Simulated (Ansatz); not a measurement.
# Co3Si2: one candidate structure

Where does Co3Si2 go from the start given, A-type sesquioxide type (P-3m1, No. 164)?

Method: DFT PBE, scalar-relativistic, plane waves, PAW, in Ansatz 0.2.0.

1 further run of the same task is left out (it didn't finish).

## (1) The structure to begin with

The structure is trigonal, space group P-3m1 (No. 164). Conventional cell: a = 3.516 Å, b = 3.516 Å, c = 5.470 Å, α = 90.00°, β = 90.00°, γ = 120.00°. Around Co (site symmetry -3m) lie 6 Si at 2.43 Å. Co (site symmetry 3m) is surrounded by 4 Si at 2.12 to 2.19 Å. Around Si (site symmetry 3m) lie 7 Co at 2.12 to 2.43 Å.

As a file:

```xyz
5
Lattice="3.5155 0.0000 0.0000 -1.7578 3.0446 0.0000 0.0000 0.0000 5.4696" Properties=species:S:1:pos:R:3 pbc="T T T"
Co    0.0000    0.0000    0.0000
Co    0.0000    2.0297    3.5279
Co    1.7578    1.0149    1.9417
Si    0.0000    2.0297    1.3401
Si    1.7578    1.0149    4.1296
```

(A quick probe on a coarse mesh, which set the mesh and smearing, is not shown.)

## (3) Coarse relaxation

input.yaml reads:

```yaml
crystal:
  lattice:
    - [3.5155466854, 0.0, 0.0]
    - [-1.7577733427, 3.0445527377, 0.0]
    - [0.0, 0.0, 5.4696195892]
  atoms:
    - { symbol: Co, position: [0.0, 0.0, 0.0] }
    - { symbol: Co, position: [0.3333333333, 0.6666666667, 0.645] }
    - { symbol: Co, position: [0.6666666667, 0.3333333333, 0.355] }
    - { symbol: Si, position: [0.3333333333, 0.6666666667, 0.245] }
    - { symbol: Si, position: [0.6666666667, 0.3333333333, 0.755] }
basis:
  ecutwfc: 420
kpoints:
  mp_grid: { grid: [6, 6, 4] }
hamiltonian:
  xc: pbe
scf:
  occupations: { method: gaussian, width: 0.1 }
  lower_state_search: "off"
output:
  forces: true
  stress: true
  eigenvalues: true
relax:
  adjacent_minimum: "off"
  f_tol: 0.04
  max_steps: 70
  cell: { stress_tol: 0.4 }
```

The run is started by

```
$ ansatz run input.yaml --threads 1 --pin off --max-ram 2560MiB --backend cpu --events-out ev --progress --plain --runs-dir out
```

Further runs follow: full relaxation.

Q: Predict the outcome of this session.

As calculated:

Formation energies count from the elements, computed with the same settings in runs not shown here.

| quantity | value |
| --- | --- |
| cell | a = 3.770 Å, b = 3.770 Å, c = 4.714 Å, α = 90.00°, β = 90.00°, γ = 120.00° |
| space group | P-3m1 (No. 164) |
| volume | 11.61 Å³/atom |
| gap on the mesh | none (metal) |
| formation energy from the elements | -0.413 eV/atom |

What this shows: The space group stayed P-3m1, and from the first guess the volume went from 11.71 to 11.61 Å³/atom. With -0.41 eV/atom it lies under the elements, which doesn't yet make it stable against other compounds of them. A spin-polarised run here lost its starting moments, which speaks against magnetism, though one start doesn't rule it out.
